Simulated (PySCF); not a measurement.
# C5H12N2: the cost of one run

Computed with PySCF 2.14.0 and routines of our own; the level stands in each step. Atoms count from 0.

## (1) The starting structure

19 atoms, charge 0, multiplicity 1; geometry from: GFN2-xTB.

## (2) Magnetic properties: GIAO wB97X-D/pcSseg-1

Job settings and geometry (Å):

```
{"job": {"kind": "mag", "xc": "wB97X-D", "basis": "pcSseg-1", "isotopologues": 2}, "charge": 0, "multiplicity": 1}
C     -1.572590     1.704179     0.875679
C     -1.776396     0.390164     0.809433
N     -0.843942    -0.580182     0.527014
C     -1.106378    -1.944202     0.925777
N      0.525972    -0.264940     0.523043
C      0.998631     0.159683    -0.789066
C      2.486027     0.469595    -0.717545
H     -2.391588     2.373101     1.060789
H     -0.609148     2.163152     0.736932
H     -2.770643    -0.011406     0.950178
H     -0.392391    -2.588742     0.416657
H     -1.000878    -2.092913     2.007622
H     -2.115123    -2.222612     0.625768
H      0.726982     0.454389     1.218916
H      0.820076    -0.673697    -1.474501
H      0.450552     1.033697    -1.172300
H      2.864702     0.718544    -1.705034
H      2.668316     1.313094    -0.054590
H      3.028018    -0.391654    -0.336475
```

With the program's defaults for keys left out, this is: GIAO wB97X-D/pcSseg-1 magnetisability, rotational g tensor and spin-rotation constants, non-relativistic, gas phase.

Launch:

```
$ OMP_NUM_THREADS=1 python excited_run.py task.json out
```

One launch serves the whole session: the jobs run in the order shown.

Q: Estimate the wall time and peak memory of this first job on 1 thread of Arm Neoverse V1, shared host.

About 36 s, with a peak of 0.87 GiB.
